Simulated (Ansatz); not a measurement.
**InH3S: small, medium and large basis sets**

An exercise on one series of results from a longer session: the logs are not shown, and one member is left open.

Method: one geometry, several basis sets; program: Ansatz 0.2.0, Gaussian basis.

Plan: PBE0-D4/def2-SVP; ωB97M-V/def2-SVP; PBE0-D4/def2-QZVPP; ωB97M-V/def2-QZVPP; the functionals' def2-TZVPP values are taken from earlier runs.

## The geometry

The geometry comes from an earlier relaxation with PBE0-D4 in a triple-zeta def2 set; it is a stationary point. In takes the def2 core potential; no spin-orbit term is included.

SMILES `[SH][InH2]`, 5 atoms, charge 0, spin multiplicity 1.

Atoms are counted from 1 here; the program's logs count them from 0.

Bond lengths: S1–In2 2.389 Å, S1–H3 1.343 Å, In2–H4 1.712 Å, In2–H5 1.710 Å. Angles: In2–S1–H3 94.5°, S1–In2–H4 116.1°, S1–In2–H5 114.1°, H4–In2–H5 129.7°.

The first run:

in.yaml

```yaml
crystal:
  periodic: [false, false, false]
  atoms:
    - {symbol: S, position_ang: [1.134138, -0.941158, 0.912614]}
    - {symbol: In, position_ang: [-0.182880, 0.615805, -0.332202]}
    - {symbol: H, position_ang: [0.248578, -1.943849, 0.796791]}
    - {symbol: H, position_ang: [-1.681937, 0.034731, -0.921095]}
    - {symbol: H, position_ang: [0.531901, 2.160771, -0.497509]}
basis:
  gaussian: {orbitals: def2-SVP}
hamiltonian: {xc: pbe0, dispersion: d4}
output: {orbitals: {seedname: orbitals}}
```

Launch:

```sh
$ ansatz run in.yaml --threads 2 --pin off --events-out ev --progress --plain --max-ram 31744MiB --backend cpu
```

Among the steps run: PBE0-D4 in def2-SVP; ωB97M-V in def2-SVP; PBE0-D4 in def2-QZVPP; ωB97M-V in def2-QZVPP.

One of the session's tables, all rows but one given; the rest of the session is left out.

It belongs to the step «Density functionals: the series». 

```
functional       basis  HOMO (eV)  LUMO (eV)
   PBE0-D4    def2-SVP      -7.30      -1.59
   PBE0-D4  def2-TZVPP      -7.42      -1.69
   PBE0-D4  def2-QZVPP      -7.44      -1.71
   ωB97M-V    def2-SVP      -9.42       0.03
   ωB97M-V  def2-TZVPP      -9.59      -0.19
   ωB97M-V  def2-QZVPP          ?          ?
```

**Question.** Estimate the row for ωB97M-V, def2-QZVPP.

**Answer.** HOMO (eV): -9.62; LUMO (eV): -0.25. In the column «HOMO (eV)» it is the lowest.
